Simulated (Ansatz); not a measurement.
# C3H7FSi, SMILES F[SiH2]C1CC1: a ladder of methods at one geometry

Computed with Ansatz 0.2.0, Python API.

Interactive session:
```pycon
>>> from pathlib import Path
>>> import ansatz as az
>>> import numpy as np
>>> geometry_ang = [
...     ("F", (2.6824, -0.7149, -0.1237)),
...     ("Si", (1.6058, 0.4055, 0.2716)),
...     ("C", (-0.0678, -0.4263, 0.4196)),
...     ("C", (-1.3237, 0.3779, 0.2061)),
...     ("C", (-0.902, -0.6417, -0.8164)),
...     ("H", (1.5823, 1.4503, -0.7837)),
...     ("H", (1.995, 1.0183, 1.5658)),
...     ("H", (-0.0884, -1.2015, 1.1759)),
...     ("H", (-2.1859, 0.1462, 0.8236)),
...     ("H", (-1.2639, 1.4243, -0.075)),
...     ("H", (-1.478, -1.5592, -0.8849)),
...     ("H", (-0.5558, -0.2788, -1.7788)),
... ]
>>> geometry = az.Crystal.molecule()
>>> for symbol, xyz in geometry_ang:
...     geometry = geometry.atom(symbol, xyz)
...
>>> calculation = geometry.calculation().basis(gaussian="cc-pVDZ")
>>> print("functional    E (Ha)        dipole (D)   HOMO (eV)  LUMO (eV)")
functional    E (Ha)        dipole (D)   HOMO (eV)  LUMO (eV)
>>> for name in ["lda", "r2scan0", "b3lyp", "cam_b3lyp"]:
...     report = calculation.functional(name).forces().orbitals().run(runs_dir="runs").report
...     lines = Path(report["orbitals_path"]).read_text().splitlines()
...     field_of = lambda key: [line.split("=")[1].strip() for line in lines if line.startswith(key)]
...     orbitals = [(27.211386 * float(e), s, float(n)) for e, s, n in zip(field_of("Ene="), field_of("Spin="), field_of("Occup="))]
...     homo = max(e for e, _, n in orbitals if n > 0.5)
...     lumo = min(e for e, _, n in orbitals if n < 0.5)
...     dipole = 4.803205 * np.linalg.norm(report["charge_distribution"]["dipole_moment_e_ang"])
...     print(f"{name:10s} {report['free_energy_ev'] / 27.211386246:14.6f} {dipole:9.3f} {homo:11.3f} {lumo:10.3f}")
...
lda           -504.951846     1.735      -6.964     -0.336
r2scan0       -507.726971     1.818      -8.366      1.068
b3lyp         -507.908306     1.728      -7.920      0.610
cam_b3lyp     -507.795026     1.738      -9.525      1.892
```

Total energies depend on the basis set; only differences at equal settings carry meaning. The geometry is a force-field or estimated start, not a minimum of this method, and the basis set is short of its limit. A lower total doesn't mark the better method: functionals have no common bound, and MP2 and coupled cluster aren't variational. b3lyp holds the VWN-RPA fit, as in Gaussian; the form of ORCA and Turbomole is b3lyp5. Levels such as HOMO and LUMO are orbital energies: with these approximate functionals they aren't the ionisation energy and electron affinity, and their gap isn't the fundamental gap. For Al to Cl the sets with a tight d function, cc-pV(X+d)Z, are usual. Timing: 14 s on 1 thread of Intel(R) Xeon(R) 6975P-C (Granite Rapids) (shared host), peak memory 0.34 GiB.
